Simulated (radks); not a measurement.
**Valence configurations of Tb**

An exercise on one series of results from a longer session: the logs are not shown, and one member is left open.

The numbers are computed with radks (a radial shooting solver on a logarithmic mesh, Libxc functionals) version 1 (scalar-relativistic Kohn-Sham, PBE, spin-polarised, spherical densities, finite nucleus; open shells are filled with parallel spins first), except any that are marked as measured or tabulated.

3 further runs of the same task are left out: 3 that didn't finish.

### The atom as given

```
element            : terbium (Z = 65)
charge             : 0
electrons          : 65
configuration      : [Xe] 4f9 6s2
nuclear rms radius : 5.06 fm
others tried       : 4f8 5d1 6s2; 4f9 6s1 6p1; 4f7 6s2 6p2; 4f8 5d1 6s1 6p1; 4f7 5d2 6s2; 4f8 5d1 6s1.5 6p0.5
```

The outer shells:

Tb
```
[Xe] core
4f [↑↓][↑↓][↑ ][↑ ][↑ ][↑ ][↑ ]
6s [↑↓]
```

The first run:

The run's settings:

```text
Z 65
configuration [Xe] 4f9 6s2
relativity scalar-relativistic
functional pbe,pbe
spin polarised
nucleus finite rms 5.06 fm
c 137.035999084
```

Among the steps run: [Xe] 4f9 6s2.

One of the session's tables, all rows but one given; the rest of the session is left out.

It belongs to the step «[Xe] 4f9 6s2». From the orbitals of this run (lengths in bohr):

```
  level     <r>  outermost maximum (interpolated)  90 % within  nodes
  5s up   1.320                              1.18         1.91      4
5s down   1.337                              1.19         1.93      4
  5p up       ?                                 ?            ?      ?
5p down   1.591                              1.36         2.35      3
  4f up  0.8872                             0.555         1.55      0
  6s up   4.123                              3.48         6.12      5
6s down   4.215                              3.57         6.26      5
4f down  0.9728                             0.557         1.74      0
```

Q: Estimate the row for 5p up from the others.

As computed: <r>: 1.562; outermost maximum (interpolated): 1.34; 90 % within: 2.30; nodes: 3. In the column «<r>» it lies between 5s down (1.337) and 5p down (1.591).
